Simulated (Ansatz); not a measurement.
# C: the cost of one run

Program: Ansatz 0.2.0. Level of theory: DFT LDA, scalar-relativistic, plane waves, PAW. These are calculated values, not measurements.

1 further run of the same task is left out (set aside as unsound or not needed).

## Step 1: The starting structure

The structure is orthorhombic, space group Cmmm (No. 65). The conventional cell has a = 4.207 Å, b = 8.667 Å, c = 2.486 Å, α = 90.00°, β = 90.00°, γ = 90.00°. C (site symmetry m) has 4 C at 1.51 to 1.56 Å in its first shell of neighbours. Around C (site symmetry m) lie 4 C at 1.51 to 1.55 Å.

Coordinates:

```cif
data_structure
_symmetry_space_group_name_H-M 'P 1'
_symmetry_Int_Tables_number 1
_cell_length_a 4.8171
_cell_length_b 4.8171
_cell_length_c 2.4857
_cell_angle_alpha 90.000
_cell_angle_beta 90.000
_cell_angle_gamma 128.223
_cell_volume 45.31
loop_
_atom_site_label
_atom_site_type_symbol
_atom_site_fract_x
_atom_site_fract_y
_atom_site_fract_z
_atom_site_occupancy
C1 C 0.64829 0.98159 0.00000 1
C2 C 0.35171 0.01841 0.00000 1
C3 C 0.01841 0.35171 0.00000 1
C4 C 0.98159 0.64829 0.00000 1
C5 C 0.40455 0.22608 0.50000 1
C6 C 0.59545 0.77392 0.50000 1
C7 C 0.77392 0.59545 0.50000 1
C8 C 0.22608 0.40455 0.50000 1
```

It goes back to an entry of the Materials Project, which need not be the stable form.

It is the result of an earlier relaxation at this level (volume 5.66 Å³/atom; gap on the mesh: 3.06 eV).

## Step 2: The reference cell

Reference values: F = -1942.8170 eV; pressure -0.01 GPa; largest force 0.000 eV/Å; gap on the mesh 3.06 eV. It was computed beforehand with the settings of the runs below.

## Step 3: Normal modes

File input.yaml:

```yaml
crystal:
  lattice:
    - [2.103272762, -4.3337146136, 0.0]
    - [2.103272762, 4.3337146136, 0.0]
    - [0.0, 0.0, 2.4856616114]
  atoms:
    - { symbol: C, position: [0.6482879639, 0.9815881366, 0.0] }
    - { symbol: C, position: [0.3517120361, 0.0184118634, 0.0] }
    - { symbol: C, position: [0.0184118634, 0.3517120361, 0.0] }
    - { symbol: C, position: [0.9815881366, 0.6482879639, 0.0] }
    - { symbol: C, position: [0.4045540954, 0.2260768148, 0.5] }
    - { symbol: C, position: [0.5954459046, 0.7739231852, 0.5] }
    - { symbol: C, position: [0.7739231852, 0.5954459046, 0.5] }
    - { symbol: C, position: [0.2260768148, 0.4045540954, 0.5] }
basis:
  ecutwfc: 420
kpoints:
  mp_grid: { grid: [6, 6, 10] }
hamiltonian:
  xc: lda
scf:
  occupations: { method: gaussian, width: 0.05 }
output:
  eigenvalues: true
phonons:
  method: fd
  supercell: [1, 1, 1]
  amplitude: 0.02
  eigenvectors: true
  dielectric: false
```

Launch:

```
ansatz run input.yaml --threads 2 --pin off --max-ram 5120MiB --backend cpu --events-out ev --progress --plain --runs-dir out
```

**Question.** How long does this run take on 2 threads of Intel Xeon at 2.50GHz (Skylake/Cascade Lake), shared host, and how much memory does it need?

About 2.2 min, with a peak of 0.54 GiB.
